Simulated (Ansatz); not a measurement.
# Lithium, simple cubic under r²SCAN: from relaxation to bulk modulus

Aim: take lithium in the simple cubic structure, relax it, solve it on a dense k-mesh, switch on spin-orbit coupling, then scale the cell to 7 volumes from 88 to 112 % of the relaxed one and try a fit of the equation of state. The k-meshes are 11×11×11 for the relaxation; 19×19×19 for the dense run; 11×11×11 for spin-orbit coupling; 13×13×13 for the volumes.

This is Li in the simple cubic structure; at room conditions it is bcc.

Method: DFT r2SCAN, plane waves (500 eV) with PAW, scalar-relativistic; PBE-made PAW files, in Ansatz 0.2.0.

## (1) The structure to begin with

The structure is cubic, space group Pm-3m (No. 221). Conventional cell: a = 2.858 Å, b = 2.858 Å, c = 2.858 Å, α = 90.00°, β = 90.00°, γ = 90.00°. Li (site symmetry m-3m) has 6 Li at 2.86 Å as nearest neighbours.

Coordinates:

```
Li
1.0
     2.85771    0.00000    0.00000
     0.00000    2.85771    0.00000
     0.00000    0.00000    2.85771
Li
1
Direct
  0.00000 0.00000 0.00000
```

## (2) Relaxing cell and atoms

Contents of input.yaml:

```yaml
crystal:
  lattice:
    - [2.8577117226, 0.0, 0.0]
    - [0.0, 2.8577117226, 0.0]
    - [0.0, 0.0, 2.8577117226]
  atoms:
    - { symbol: Li, position: [0.0, 0.0, 0.0] }
hamiltonian:
  xc: r2scan
  pseudopotentials:
    kind: paw
    azcp:
      Li: "pseudopotentials/Li.paw.azcp"
basis:
  ecutwfc: 500
  fft_grid_basis: typed
kpoints:
  mp_grid: { grid: [11, 11, 11], shift: [0, 0, 0] }
magnetization:
  spin_polarized: false
scf:
  occupations: { method: fermi_dirac, width: 0.1 }
relax:
  max_steps: 60
  f_tol: 0.01
  cell: {}
```

Command:

```sh
$ ansatz run input.yaml --threads 1 --pin off --max-ram 3584MiB --backend cpu --events-out ev --progress --plain --runs-dir out
```

Further steps of the session: Dense single point; With spin-orbit coupling; The cell scaled to 88 % of its volume; The cell scaled to 92 % of its volume; The cell scaled to 96 % of its volume; The cell scaled to 100 % of its volume; The cell scaled to 104 % of its volume; The cell scaled to 108 % of its volume; The cell scaled to 112 % of its volume.

Q: Predict the outcome of this session. Wanted: space group; conventional cell; volume; shortest distance; gap on the mesh; relative to bcc; V₀, B₀, B₀′.

**Answer**, as computed:

| quantity | value |
| --- | --- |
| space group (spins left aside) | Pm-3m (No. 221) |
| conventional cell | a = 2.765 Å |
| volume | 21.139 Å³/atom |
| shortest distance | 2.765 Å |
| gap on the mesh | none (levels filled in part) |
| relative to bcc | +120 meV/atom |
| V₀, B₀, B₀′ | 21.074 Å³/atom, 11.7 GPa, 3.3 |

In words: The relaxation shrank the cell by 9.4 % in volume. It lies 120 meV/atom above the element's reference form at the same level (bcc, from a run of its own). Levels at the Fermi energy are filled in part, as in a metal. The total energy of the spin-orbit run (on a coarser mesh) lies +2 meV/atom from the scalar one; mesh and treatment of the core enter this figure, so it is no spin-orbit energy. B₀ comes out at 11.7 GPa, a soft solid. The symmetry was held, so the structure may be unstable against distortions that break it.
